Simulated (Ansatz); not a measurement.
# In3GaAs4: the cost of one run

Program: Ansatz 0.2.0. Level of theory: DFT PBE, scalar-relativistic, plane waves, PAW. These are calculated values, not measurements.

### 1 The system as given

The structure is cubic, space group P-43m (No. 215). Conventional cell: a = 5.754 Å, b = 5.754 Å, c = 5.754 Å, α = 90.00°, β = 90.00°, γ = 90.00°. In (site symmetry -42m) is surrounded by 4 As at 2.49 Å. Ga (site symmetry -43m) has 4 As at 2.49 Å as nearest neighbours. As (site symmetry 3m) is surrounded by 3 In at 2.49 Å and 1 Ga at 2.49 Å.

Coordinates:

```xyz
8
Lattice="5.7545 0.0000 0.0000 0.0000 5.7545 0.0000 0.0000 0.0000 5.7545" Properties=species:S:1:pos:R:3 pbc="T T T"
In    0.0000    2.8772    2.8772
In    2.8772    0.0000    2.8772
In    2.8772    2.8772    0.0000
Ga    0.0000    0.0000    0.0000
As    4.3159    4.3159    1.4386
As    4.3159    1.4386    4.3159
As    1.4386    4.3159    4.3159
As    1.4386    1.4386    1.4386
```

The start is an ordering of an alloy on its end members' structure types: elements ordered on the sites of the InAs type, Ga/In on In (P-43m, No. 215).

### 2 The guess as it stands, on a coarse mesh

Input file input.yaml:

```yaml
crystal:
  lattice:
    - [5.75446998, 0.0, 0.0]
    - [0.0, 5.75446998, 0.0]
    - [0.0, 0.0, 5.75446998]
  atoms:
    - { symbol: In, position: [0.0, 0.5, 0.5] }
    - { symbol: In, position: [0.5, 0.0, 0.5] }
    - { symbol: In, position: [0.5, 0.5, 0.0] }
    - { symbol: Ga, position: [0.0, 0.0, 0.0] }
    - { symbol: As, position: [0.75, 0.75, 0.25] }
    - { symbol: As, position: [0.75, 0.25, 0.75] }
    - { symbol: As, position: [0.25, 0.75, 0.75] }
    - { symbol: As, position: [0.25, 0.25, 0.25] }
basis:
  ecutwfc: 420
kpoints:
  mp_grid: { grid: [4, 4, 4] }
hamiltonian:
  xc: pbe
scf:
  occupations: { method: gaussian, width: 0.1 }
  lower_state_search: "off"
output:
  forces: true
  stress: true
  eigenvalues: true
```

Launch:

```console
ansatz run input.yaml --threads 1 --pin off --max-ram 2560MiB --backend cpu --events-out ev --progress --plain --runs-dir out
```

What time and memory should one allow on 1 thread of Arm Neoverse V1, shared host?

About 12 s, with a peak of 0.43 GiB.
